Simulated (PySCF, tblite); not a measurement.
# C5H12O2Si2: geometry, infrared bands and NMR shifts

Aim: predict the infrared bands and NMR shifts of C5H12O2Si2 (`C#C[Si@@H](OC)OCC[SiH3]`).

Computed with tblite 0.8.0 and PySCF 2.14.0, with density-fitted response routines of our own, on a single molecule in the gas phase. Atoms count from 0, in the outputs and in this text.

### 1 The molecule as given

21 atoms, charge 0, multiplicity 1; geometry from: force field or distance geometry start.

Bonds of the start (Å): C0–C1 1.20, C1–Si2 1.84, Si2–O3 1.72, O3–C4 1.40, Si2–O5 1.71, O5–C6 1.41, C6–C7 1.50, C7–Si8 1.86, C0–H9 1.08, Si2–H10 1.45, C4–H11 1.13, C4–H12 1.10, C4–H13 1.11, C6–H14 1.12, C6–H15 1.14, C7–H16 1.10, C7–H17 1.11, Si8–H18 1.45, Si8–H19 1.48, Si8–H20 1.48.

### 2 Geometry optimisation with GFN2-xTB

What the job is given:

```
{"job": {"kind": "relax", "xc": "GFN2-xTB", "basis": "xTB"}, "charge": 0, "multiplicity": 1}
C     -2.624300     1.988200     0.655900
C     -2.034400     0.958500     0.447700
Si    -1.091800    -0.592700     0.159700
O     -2.005400    -1.542100    -0.941800
C     -3.344500    -1.448800    -0.550700
O      0.432700    -0.160700    -0.472100
C      1.092000     0.538500     0.565000
C      2.472100     0.997500     0.199900
Si     3.644300    -0.367700    -0.266900
H     -3.156200     2.906400     0.836300
H     -0.999700    -1.303600     1.421000
H     -4.027600    -1.727700    -1.401100
H     -3.619800    -0.449800    -0.167400
H     -3.524900    -2.192600     0.248700
H      0.462000     1.439100     0.765300
H      1.046200    -0.086800     1.511200
H      2.887500     1.546800     1.060100
H      2.377300     1.669500    -0.672700
H      3.686000    -1.471000     0.677100
H      3.326500    -0.919600    -1.604900
H      4.993200     0.235600    -0.316100
```

On the command line:

```console
> OMP_NUM_THREADS=1 python probes_run.py task.json out
```

One launch serves the whole session: the jobs run in the order shown.

**Question.** This job is followed by: GFN2-xTB harmonic vibrations, gas phase; GIAO PBE0/pcSseg-1 NMR shielding, non-relativistic, gas phase. What will the session give for the following? strongest single infrared mode (GFN2-xTB); zero-point energy (GFN2-xTB); 13C shifts against TMS (PBE0/pcSseg-1); 1H shifts against TMS (PBE0/pcSseg-1, means over atoms taken as alike); 29Si shifts against TMS (PBE0/pcSseg-1); 17O shifts against H2O (PBE0/pcSseg-1).

As calculated:

| quantity | value |
| --- | --- |
| strongest single infrared mode (GFN2-xTB) | 2202 cm⁻¹, 416 km/mol |
| zero-point energy (GFN2-xTB) | 95.7 kcal/mol |
| 13C shifts against TMS (PBE0/pcSseg-1) | 100.1, 88.5, 60.5, 50.4, 15.4 ppm |
| 1H shifts against TMS (PBE0/pcSseg-1, means over atoms taken as alike) | 4.71, 4.38, 3.90, 3.88, 3.75, 1.82, 1.58, 0.92 ppm |
| 29Si shifts against TMS (PBE0/pcSseg-1) | -53.4, -76.3 ppm |
| 17O shifts against H2O (PBE0/pcSseg-1) | 54.8, 17.8 ppm |

In words: The optimisation took 163 steps and gained 0.925 eV; among the close pairs (by a distance rule), Si2–O3 changed most, from 1.717 to 1.614 Å. No mode is imaginary among the 57: a minimum at this level. The strongest single mode, at 2202 cm⁻¹, moves mainly H20. GFN2-xTB is a fitted tight-binding method: band positions and strengths are rough. Its intensities can rank the bands wrongly. At PBE0/pcSseg-1: Shielding is most anisotropic at C1 (span 290 ppm, paramagnetic term -166 ppm).
